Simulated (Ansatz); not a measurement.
# Alloy of InP and GaP (18 of 32 In sites exchanged), 64 atoms

How does this alloy cell relax, and what gap do PBEsol and HSE06 give?

Program: Ansatz 0.2.0, PAW, plane waves. These are calculated values, not measurements.

**1. Starting point**

64 atoms (18 Ga, 14 In, 32 P); a = 11.264 Å, b = 11.264 Å, c = 11.264 Å, α = 90.00°, β = 90.00°, γ = 90.00°. All atoms were shaken off their sites by about 0.02 Å along each axis.

Steps to follow: (2) PBEsol cell relaxation at the single k point (¼, ¼, ¼), on 1 × NVIDIA H100 80GB HBM3 with 4 threads of AMD EPYC 7R13; (3) HSE06 single point at the Γ point alone, on 1 × NVIDIA H100 80GB HBM3 with 4 threads of AMD EPYC 7R13.

**2. PBEsol relaxation of the cell and the positions**

Contents of in.yaml:

```yaml
crystal:
  lattice:
    - [11.263755, 0.000000, 0.000000]
    - [0.000000, 11.263755, 0.000000]
    - [0.000000, 0.000000, 11.263755]
  atoms:
    - { symbol: Ga, position: [0.997457, 0.000706, 0.000033] }
    - { symbol: Ga, position: [0.002136, 0.502437, 0.996642] }
    - { symbol: Ga, position: [0.000339, 0.498316, 0.499141] }
    - { symbol: Ga, position: [0.500179, 0.002088, 0.500579] }
    - { symbol: Ga, position: [0.498410, 0.501912, 0.001405] }
    - { symbol: Ga, position: [0.498409, 0.499102, 0.502076] }
    - { symbol: Ga, position: [0.248230, 0.248444, 0.001069] }
    - { symbol: Ga, position: [0.248164, 0.250140, 0.501042] }
    - { symbol: Ga, position: [0.250612, 0.751178, 0.001894] }
    - { symbol: Ga, position: [0.249963, 0.746026, 0.504932] }
    - { symbol: Ga, position: [0.749325, 0.749321, 0.000481] }
    - { symbol: Ga, position: [0.749595, 0.748587, 0.502273] }
    - { symbol: Ga, position: [0.249140, 0.500731, 0.752752] }
    - { symbol: Ga, position: [0.748990, 0.001867, 0.249448] }
    - { symbol: Ga, position: [0.746400, 0.500045, 0.751233] }
    - { symbol: Ga, position: [0.000648, 0.753687, 0.250275] }
    - { symbol: Ga, position: [0.502962, 0.748335, 0.253848] }
    - { symbol: Ga, position: [0.500699, 0.749396, 0.751385] }
    - { symbol: In, position: [0.002319, 0.999480, 0.501833] }
    - { symbol: In, position: [0.501248, 0.001278, 0.997212] }
    - { symbol: In, position: [0.749982, 0.248804, 0.998033] }
    - { symbol: In, position: [0.750007, 0.254171, 0.502974] }
    - { symbol: In, position: [0.247154, 0.999216, 0.250838] }
    - { symbol: In, position: [0.248938, 0.999344, 0.750903] }
    - { symbol: In, position: [0.252475, 0.500651, 0.246345] }
    - { symbol: In, position: [0.748992, 0.002800, 0.750612] }
    - { symbol: In, position: [0.748808, 0.501541, 0.249568] }
    - { symbol: In, position: [0.001326, 0.246751, 0.251250] }
    - { symbol: In, position: [0.999917, 0.250367, 0.747442] }
    - { symbol: In, position: [0.998412, 0.754413, 0.748866] }
    - { symbol: In, position: [0.497279, 0.251312, 0.253230] }
    - { symbol: In, position: [0.499549, 0.251212, 0.750677] }
    - { symbol: P, position: [0.124620, 0.126736, 0.128581] }
    - { symbol: P, position: [0.124271, 0.128474, 0.625419] }
    - { symbol: P, position: [0.124669, 0.625180, 0.126587] }
    - { symbol: P, position: [0.124919, 0.629379, 0.625725] }
    - { symbol: P, position: [0.625766, 0.123870, 0.124173] }
    - { symbol: P, position: [0.623961, 0.125189, 0.623295] }
    - { symbol: P, position: [0.623406, 0.624930, 0.125110] }
    - { symbol: P, position: [0.624275, 0.626511, 0.625797] }
    - { symbol: P, position: [0.374749, 0.377330, 0.125884] }
    - { symbol: P, position: [0.377132, 0.378760, 0.624888] }
    - { symbol: P, position: [0.377586, 0.874675, 0.124124] }
    - { symbol: P, position: [0.373871, 0.876700, 0.623185] }
    - { symbol: P, position: [0.871838, 0.378935, 0.124769] }
    - { symbol: P, position: [0.874614, 0.374004, 0.624471] }
    - { symbol: P, position: [0.875340, 0.875975, 0.124902] }
    - { symbol: P, position: [0.876565, 0.875119, 0.629759] }
    - { symbol: P, position: [0.373614, 0.123643, 0.373619] }
    - { symbol: P, position: [0.375127, 0.125228, 0.877752] }
    - { symbol: P, position: [0.377639, 0.626233, 0.372954] }
    - { symbol: P, position: [0.373437, 0.625247, 0.875119] }
    - { symbol: P, position: [0.873944, 0.123621, 0.374918] }
    - { symbol: P, position: [0.876626, 0.122140, 0.876157] }
    - { symbol: P, position: [0.875343, 0.624853, 0.374066] }
    - { symbol: P, position: [0.878253, 0.623069, 0.874871] }
    - { symbol: P, position: [0.127046, 0.373217, 0.373933] }
    - { symbol: P, position: [0.127439, 0.373648, 0.872708] }
    - { symbol: P, position: [0.124572, 0.870594, 0.376358] }
    - { symbol: P, position: [0.127160, 0.876365, 0.873706] }
    - { symbol: P, position: [0.626623, 0.378166, 0.376186] }
    - { symbol: P, position: [0.624440, 0.374471, 0.876992] }
    - { symbol: P, position: [0.623615, 0.875067, 0.377205] }
    - { symbol: P, position: [0.624718, 0.878890, 0.875751] }
  symmetry: { detect: false }
kpoints:
  mp_grid: { grid: [1, 1, 1], shift: [0.25, 0.25, 0.25] }
hamiltonian:
  xc: pbesol
scf:
  occupations: { method: fermi_dirac, width: 0.01 }
relax:
  f_tol: 0.03
  max_steps: 80
  escape_saddle: false
  adjacent_minimum: "off"
  cell: { fix: [shape] }
output:
  forces: true
  eigenvalues: true
  populations: true
```

Started as:

```
$ ansatz run in.yaml --threads 4 --pin off --max-ram 61750MiB --runs-dir r --events-out ev --progress --plain --backend cuda --devices 0, --max-vram 37GiB
```

Further steps of the session: HSE06 single point.

Before running it: what results should come out? Wanted: for each run, top filled to lowest empty.

As calculated:

| level | time | k points | top filled to lowest empty (eV) |
| --- | --- | --- | --- |
| PBEsol, relaxation | 28 s (GPU) | (¼, ¼, ¼) | 1.63 |
| HSE06 | 60 s (GPU) | Γ | 1.99 |

```
     quantity                                                                         value
   relaxation                                              5 recorded steps, 3.80 eV gained
largest shift                                                                  0.24 Å (P64)
 relaxed cell  a = 11.259 Å, b = 11.259 Å, c = 11.259 Å, α = 90.00°, β = 90.00°, γ = 90.00°
   mean bonds                                                      Ga–P 2.378, In–P 2.520 Å
```

**What this shows.** The relaxation lowers the energy by 3.80 eV; the largest shift is 0.24 Å (P64), while the volume changes by -0.1 %. The mean lengths of the listed bonds run from Ga–P 2.38 Å to In–P 2.52 Å. The relaxation ran on other k points, so part of any difference from the later rows can come from the mesh. With one k point the spacing samples only the states that fold onto it, so it can exceed the gap over the zone.
